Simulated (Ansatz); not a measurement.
# BH6NOSi: one species, many methods

The task here is to estimate one member of a computed series from the others.

Method: functionals in def2-TZVPP, the program's frozen cores in correlated methods; program: Ansatz 0.2.0, Gaussian basis.

Levels to be run: LDA (SPW92), PBE-D4, revPBE-D4, BLYP-D4, r2SCAN-D4, B97M-V, PBE0-D4, B3LYP-D4, r2SCANh-D4, r2SCAN0-D4, HSE06-D4, BHLYP-D4, CAM-B3LYP-D4, LC-ωPBE, ωB97X-V, ωB97M-V, B2PLYP, PBE-QIDH; CCSD(T)/def2-SVP; CCSD(T)/def2-TZVPP; MP2/def2-QZVPP; extrapolation to the limit; RPA on PBE.

### The geometry

The geometry comes from an earlier relaxation with PBE0-D4 in a triple-zeta def2 set; it is a stationary point, not always the lowest conformer.

SMILES `BN[SiH2]O`, 10 atoms, charge 0, spin multiplicity 1.

Atoms are counted from 1 here; the program's logs count them from 0.

Bond lengths: B1–N2 1.400 Å, B1–H5 1.198 Å, B1–H6 1.198 Å, N2–Si3 1.740 Å, N2–H7 1.012 Å, Si3–O4 1.642 Å, Si3–H8 1.479 Å, Si3–H9 1.481 Å, O4–H10 0.958 Å. Angles: N2–B1–H5 118.8°, N2–B1–H6 119.9°, H5–B1–H6 121.3°, B1–N2–Si3 126.5°, B1–N2–H7 116.8°, Si3–N2–H7 116.7°, N2–Si3–O4 112.8°, N2–Si3–H8 109.7°, N2–Si3–H9 105.6°, O4–Si3–H8 103.9°, O4–Si3–H9 112.1°, H8–Si3–H9 112.9°, Si3–O4–H10 117.8°.

Set-up of the first run:

Contents of in.yaml:

```yaml
crystal:
  periodic: [false, false, false]
  atoms:
    - {symbol: B, position_ang: [-0.176364, 1.733788, 0.070324]}
    - {symbol: N, position_ang: [-0.073891, 0.466163, 0.655923]}
    - {symbol: Si, position_ang: [-0.285050, -1.064414, -0.144897]}
    - {symbol: O, position_ang: [1.112112, -1.920364, -0.258079]}
    - {symbol: H, position_ang: [-0.429192, 1.811769, -1.098167]}
    - {symbol: H, position_ang: [-0.008079, 2.714632, 0.736930]}
    - {symbol: H, position_ang: [0.146844, 0.436731, 1.642625]}
    - {symbol: H, position_ang: [-1.169194, -1.931715, 0.664386]}
    - {symbol: H, position_ang: [-0.852957, -0.744276, -1.475059]}
    - {symbol: H, position_ang: [1.819072, -1.553615, -0.791187]}
basis:
  gaussian: {orbitals: def2-TZVPP}
hamiltonian: {xc: lda}
output: {orbitals: {seedname: orbitals}}
```

Run with:

```sh
> ansatz run in.yaml --threads 2 --pin off --events-out ev --progress --plain --max-ram 4352MiB
```

Among the steps run: LDA; PBE-D4 (GGA); revPBE-D4 (GGA); BLYP-D4 (GGA); r2SCAN-D4 (meta-GGA); B97M-V (meta-GGA); PBE0-D4 (hybrid); B3LYP-D4 (hybrid); r2SCANh-D4 (hybrid); r2SCAN0-D4 (hybrid); HSE06-D4 (hybrid); BHLYP-D4 (hybrid); CAM-B3LYP-D4 (range-separated); LC-ωPBE (range-separated); ωB97X-V (range-separated); ωB97M-V (range-separated); B2PLYP (double hybrid); PBE-QIDH (double hybrid).

One of the session's tables, all rows but one given; the rest of the session is left out.

It belongs to the step «Orbital energies across the functionals». 

| functional | HOMO (eV) | gap (eV) |
| --- | --- | --- |
| LDA (SPW92) | -7.46 | 5.95 |
| PBE-D4 | -7.42 | 6.17 |
| revPBE-D4 | -7.36 | 6.22 |
| BLYP-D4 | -7.30 | 6.19 |
| r2SCAN-D4 | -7.72 | 6.86 |
| B97M-V | -7.83 | 6.84 |
| PBE0-D4 | -8.82 | 8.55 |
| B3LYP-D4 | -8.57 | 8.07 |
| r2SCANh-D4 | -8.25 | 7.73 |
| r2SCAN0-D4 | ? | ? |
| HSE06-D4 | -8.42 | 7.77 |
| BHLYP-D4 | -10.06 | 10.76 |
| CAM-B3LYP-D4 | -10.23 | 11.01 |
| LC-ωPBE | -11.64 | 13.60 |
| ωB97X-V | -11.26 | 13.11 |
| ωB97M-V | -11.15 | 12.73 |

Q: Estimate the row for r2SCAN0-D4 from the others.

Worked estimate for «HOMO (eV)». Against the share of exact exchange, r2SCAN-D4 (0, -7.72), r2SCANh-D4 (0.1, -8.25) give a slope of -5.30 per unit share; at 0.25 the line stands at -9.04.

As computed: HOMO (eV): -9.02; gap (eV): 8.99. In «HOMO (eV)» the line misses by -0.02.
